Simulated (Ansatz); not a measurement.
Run this with the Python package of Ansatz (0.2.0) and show what comes out.

`run_restart.py`:
```python
import warnings

import ansatz as az


def main() -> None:
    warnings.simplefilter('ignore', az.DeckWarning)

    structure = (
        az.Lattice.of((0.0, 4.879588, 4.879588), (4.879588, 0.0, 4.879588), (4.879588, 4.879588, 0.0))
        .atom('Cs', (0.5, 0.5, 0.5))
        .atom('Cs', (0.75, 0.75, 0.75))
        .atom('Bi', (0.625, 0.125, 0.125))
        .atom('Bi', (0.125, 0.125, 0.125))
        .atom('Bi', (0.125, 0.125, 0.625))
        .atom('Bi', (0.125, 0.625, 0.125))
    )

    calculation = structure.calculation()
    calculation = calculation.functional('lda')
    calculation = calculation.kpoints(spacing=0.29)
    calculation = calculation.occupations(az.OccupationsMethod.COLD, width=0.15).forces()
    calculation = calculation.checkpoint(write='state')
    with az.exiting_at_sigterm():
        outcome = calculation.run(threads=1, backend='cpu', resume=True)
    print('returned:', type(outcome).__name__)
    print(f'F = {outcome.report["free_energy_ev"]:.5f} eV, {outcome.report["n_iterations"]} iterations')


if __name__ == '__main__':
    main()
```

```console
$ python run_restart.py
returned: RunOutcome
F = -59355.33822 eV, 7 iterations
```

```console
$ python run_restart.py
returned: CompletedStep
F = -59355.33822 eV, 7 iterations
```

Absolute energies stand on the zero of these potentials, so only differences at equal settings mean something. A total without «per atom» is that of the cell as typed. For a metal this k-point mesh is coarse: on a finer one energies can move by several to tens of meV an atom and pressures by half a GPa or more, differences at one mesh by less. Spin-orbit coupling, which matters for elements this heavy, is left out. The structure comes from a database of computed cells and needn't be a stable or known phase. It ran for 6.1 s on 1 thread of Arm Neoverse V1, on a shared host, peak memory 0.5 GiB.

(Lines on the test bed's own set-up are left out of the output.)
